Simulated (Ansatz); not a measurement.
Consider a fixed-spin-moment curve of Co3W, space group Pm-3m (Ansatz 0.2.0 through its Python package).

The script, `co3w.py`:
```python
"""Fixed-spin-moment curve of Co3W."""

import ansatz as az
from pymatgen.core import Lattice, Structure
from pymatgen.io.ase import AseAtomsAdaptor
from tabulate import tabulate

pmg_structure = Structure(
    Lattice([(3.56687, 0.0, 0.0), (0.0, 3.56687, 0.0), (0.0, 0.0, 3.56687)]),
    ["Co", "Co", "Co", "W"],
    [
        (0.5, 0.5, 0.0),
        (0.5, 0.0, 0.5),
        (0.0, 0.5, 0.5),
        (0.0, 0.0, 0.0),
    ],
)
co3w = az.Crystal.from_ase(AseAtomsAdaptor.get_atoms(pmg_structure))

calc = (
    co3w.calculation()
    .functional("PBEsol")
    .basis(420)
    .kpoints(density=3.8)
    .occupations("fermi_dirac", width=0.1)
)
# a hard lock holds the total moment, with one Fermi level a spin
rows = []
for total in [0.0, 2.2, 4.5, 6.8, 9.0]:
    report = calc.spin("collinear", total=total, lock="hard").run(threads=1, pin="off").report
    up, down = report["spin_fermi_energies_ev"]
    rows.append((total, report["free_energy_ev"], up - down, report["absolute_magnetization_mub"]))
reference = rows[0][1]
rows = [(m, 1000 * (e - reference), split, size) for m, e, split, size in rows]
print(tabulate(rows, headers=["total muB", "F - F(0) meV", "EF up - down eV", "absolute muB"], floatfmt=".4f", tablefmt="pipe"))
best = min(rows, key=lambda row: row[1])
print(f"lowest at {best[0]} muB per cell, {best[1]:.1f} meV against the first point")
```

At which total moment is the energy lowest, and how steeply does it rise?

The lowest point lies at 0 μB a cell, the first of the scan; at 9 μB the energy is 4948 meV above the lowest.

What the script printed:

```console
$ python co3w.py
RunWarning: this spin-polarised run has no starting moment large enough to seed its density, and nothing else in its deck makes the two spin channels differ, so an SCF from that start keeps the magnetisation at zero until it first converges, unless a state [...]
|   total muB |   F - F(0) meV |   EF up - down eV |   absolute muB |
|------------:|---------------:|------------------:|---------------:|
|      0.0000 |         0.0000 |            0.0000 |         0.0000 |
|      2.2000 |       354.7956 |            0.7125 |         2.3128 |
|      4.5000 |      1376.2669 |            1.0222 |         4.5421 |
|      6.8000 |      2712.9804 |            1.3430 |         6.8261 |
|      9.0000 |      4948.4167 |            3.0440 |         9.0160 |
lowest at 0.0 muB per cell, 0.0 meV against the first point
```
(Warnings from the package without file and line, shortened.)

What to keep in mind:
- For a metal this k-point mesh is coarse: on a finer one energies can move by several to tens of meV an atom and pressures by half a GPa or more, differences at one mesh by less.
- Spin-orbit coupling, which matters for elements this heavy, is left out.
- This cell is a computed structure, which may not be the phase found in nature.
- Only points where the Fermi levels of the two spins meet (minima, maxima and zero moment) are free solutions; a shallow minimum can lie between the points.
- The whole script took 67 s on 1 thread of Arm Neoverse N1, on a shared host, peak memory 0.54 GiB.
